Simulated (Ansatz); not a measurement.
# C₂H₅NSi: one species, many methods

How much do the methods differ for C₂H₅NSi? The plan is to run it at one geometry with functionals of several rungs and with coupled cluster. The yardstick is the atomisation energy at the CCSD(T) limit.

Method: functionals in def2-TZVPP, the program's frozen cores in correlated methods; program: Ansatz 0.2.0, Gaussian basis.

The runs, in order: LDA (SPW92), PBE-D4, revPBE-D4, BLYP-D4, r2SCAN-D4, B97M-V, PBE0-D4, B3LYP-D4, r2SCANh-D4, r2SCAN0-D4, HSE06-D4, BHLYP-D4, CAM-B3LYP-D4, LC-ωPBE, ωB97X-V, ωB97M-V, B2PLYP, PBE-QIDH; CCSD(T)/def2-SVP; CCSD(T)/def2-TZVPP; MP2/def2-QZVPP; extrapolation to the limit; RPA on PBE.

### Step 1. Structure used throughout

The geometry comes from an earlier relaxation with PBE0-D4 in a triple-zeta def2 set; it is a stationary point, not always the lowest conformer.

9 atoms, charge 0, spin multiplicity 1.

Atoms are counted from 1 here; the program's logs count them from 0.

Bond lengths: C1–N2 1.282 Å, C1–C4 1.518 Å, C1–H5 1.098 Å, N2–Si3 1.783 Å, Si3–C4 1.888 Å, Si3–H6 1.486 Å, Si3–H7 1.486 Å, C4–H8 1.092 Å, C4–H9 1.092 Å. Angles: N2–C1–C4 113.2°, N2–C1–H5 122.5°, C4–C1–H5 124.2°, C1–N2–Si3 88.9°, N2–Si3–C4 79.2°, N2–Si3–H6 115.0°, N2–Si3–H7 115.0°, C4–Si3–H6 118.0°, C4–Si3–H7 118.0°, H6–Si3–H7 109.1°, C1–C4–Si3 78.6°, C1–C4–H8 114.1°, C1–C4–H9 114.1°, Si3–C4–H8 119.1°, Si3–C4–H9 119.1°, H8–C4–H9 108.9°.

### Step 2. LDA

This LDA is Slater exchange with PW92 correlation.

Input file in.yaml:

```yaml
crystal:
  periodic: [false, false, false]
  atoms:
    - {symbol: C, position_ang: [0.246881, -0.887841, -0.757705]}
    - {symbol: N, position_ang: [0.687179, 0.160561, -1.350787]}
    - {symbol: Si, position_ang: [0.153696, 1.133373, 0.045132]}
    - {symbol: C, position_ang: [-0.368058, -0.594658, 0.599368]}
    - {symbol: H, position_ang: [0.316120, -1.889838, -1.201284]}
    - {symbol: H, position_ang: [-0.914856, 2.123323, -0.250437]}
    - {symbol: H, position_ang: [1.246403, 1.805481, 0.795734]}
    - {symbol: H, position_ang: [-1.431826, -0.831949, 0.666818]}
    - {symbol: H, position_ang: [0.152862, -1.064753, 1.436062]}
basis:
  gaussian: {orbitals: def2-TZVPP}
hamiltonian: {xc: lda}
output: {orbitals: {seedname: orbitals}}
```

Run with:

```sh
$ ansatz run in.yaml --threads 2 --pin off --events-out ev --progress --plain --max-ram 4352MiB
```

The runs that follow: PBE-D4 (GGA); revPBE-D4 (GGA); BLYP-D4 (GGA); r2SCAN-D4 (meta-GGA); B97M-V (meta-GGA); PBE0-D4 (hybrid); B3LYP-D4 (hybrid); r2SCANh-D4 (hybrid); r2SCAN0-D4 (hybrid); HSE06-D4 (hybrid); BHLYP-D4 (hybrid); CAM-B3LYP-D4 (range-separated); LC-ωPBE (range-separated); ωB97X-V (range-separated); ωB97M-V (range-separated); B2PLYP (double hybrid); PBE-QIDH (double hybrid); CCSD(T) in def2-SVP; CCSD(T) in def2-TZVPP; MP2 in def2-QZVPP; RPA on PBE orbitals.

**Question.** What will the summary of the whole plan be? Wanted: atomisation energy, CCSD(T)/CBS; farthest beyond LDA; mean size of error, GGA; mean size of error, meta-GGA; mean size of error, hybrid; mean size of error, range-separated; mean size of error, double hybrid; gap, smallest and largest; T1 diagnostic.

**Answer**, as computed:

```
                               quantity                                                               value
        atomisation energy, CCSD(T)/CBS                                                           35.309 eV
    functionals within 0.177 eV (0.5 %)  revPBE-D4, BLYP-D4, r2SCAN-D4, B97M-V, B3LYP-D4, LC-ωPBE, PBE-QIDH
                    farthest beyond LDA                                                BHLYP-D4 (-0.992 eV)
                mean size of error, GGA                                                            0.336 eV
           mean size of error, meta-GGA                                                            0.099 eV
             mean size of error, hybrid                                                            0.373 eV
    mean size of error, range-separated                                                            0.181 eV
      mean size of error, double hybrid                                                            0.222 eV
              gap, smallest and largest                           4.04 eV (LDA (SPW92)), 11.98 eV (LC-ωPBE)
                          T1 diagnostic                                                              0.0125
triples share of the correlation energy                                                               4.4 %
```

LDA overbinds by 5.171 eV (15 %). PBE-D4 misses by +0.892 eV. Double hybrids carry the basis error of their MP2 part in triple zeta, and no dispersion term here, so their miss is partly the set-up's. By mean error the best rung here is meta-GGA (0.099 eV) and the worst beyond LDA is hybrid (0.373 eV). The gap between the best rungs is small, so their order is not settled. The mean of the hybrids holds BHLYP, with half exact exchange. The reference freezes the cores and leaves out relativity and excitations past (T), so misses under about 0.177 eV can't be ranked. Hartree-Fock recovers 71 % of the binding; the rest is correlation. CCSD(T) in def2-SVP is off by -2.146 eV, which most functionals beat. Orbital gaps span 4.0 to 12.0 eV; exact exchange widens them.
